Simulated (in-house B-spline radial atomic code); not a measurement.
# W³⁸⁺: RPA and G0W0 on different mean-field starts

Question: which mean-field start gives which removal energy for W³⁸⁺, before and after G0W0?

Program: an in-house B-spline radial atomic code, version 1. Level of theory: RPA, second order, AC-SOSEX and G0W0 (contour deformation) on a non-relativistic mean field, all electrons; no spin-orbit coupling, Breit or QED terms. These are calculated values, not measurements, unless marked.

### 1 Starting point

```
element       : tungsten (Z = 74)
charge        : +38
electrons     : 36
configuration : [Ar] 3d10 4s2 4p6
Hamiltonian   : non-relativistic, point nucleus
starts        : Hartree-Fock, PBE, r2SCAN, HSE06, LC-ωPBE
```

Outer shells as boxes (Hund's rule):

W38+
```
[Ar] core
3d [↑↓][↑↓][↑↓][↑↓][↑↓]
4s [↑↓]
4p [↑↓][↑↓][↑↓]
```

### 2 The run with the Hartree-Fock start

Settings, as recorded:

```ini
Z = 74
electrons = 36.0
configuration = [Ar] 3d10 4s2 4p6
hamiltonian = nr
method = hf
lmax = 9
spin_polarised = False
box_radius = 2.56
intervals = 48
```

The run is started by

```sh
> python run_gw.py task.json out
```

One command runs all members of the session, one after another, from task.json.

Further steps of the session: The run with the PBE start; The run with the r2SCAN start; The run with the HSE06 start; The run with the LC-ωPBE start.

What does the calculation give? Wanted: highest level, mean field; highest level, G0W0; RPA correlation energy; RPA+SOSEX.

**Answer**, as computed:

| quantity | value |
| --- | --- |
| highest level, mean field (range over the runs) | -1811.34 to -1786.12 eV |
| highest level, G0W0 (range over the runs) | -1813.00 to -1812.66 eV |
| RPA correlation energy | -3.131 to -2.957 hartree |
| RPA+SOSEX | -2.2132 to -2.0938 hartree |
| semi-empirical ionisation energy (4p shell) | 1829.8 ± 2 eV (NIST Atomic Spectra Database, ionization energies) |
| G0W0 removal energy less that value | -17.1 to -16.8 eV |

What this shows: G0W0 turns a spread of 25.2 eV among the starts into one of 0.34 eV, 1.4 % of it. Starts without exact exchange bind the level too weakly, through self-interaction, and G0W0 pulls it down by 25 to 27 eV. RPA gives the most correlation on PBE and the least on Hartree-Fock (5.6 % apart); over the runs it loosely follows the gap of the start, as smaller excitation energies give more correlation. All runs miss the semi-empirical ionisation energy, 1829.8 ± 2 eV, by about -17.0 eV (-0.93 %), far more than they differ among themselves. Relativity is left out, and for this shell its effect can be as large as the miss, so the comparison tests the Hamiltonian as much as the method. Read as a removal energy, the bare PBE level is off by -43.7 eV (-2.4 %) and the nearest bare level, Hartree-Fock's, by -18.5 eV. For so heavy an element the non-relativistic levels are a model, not the real atom's.
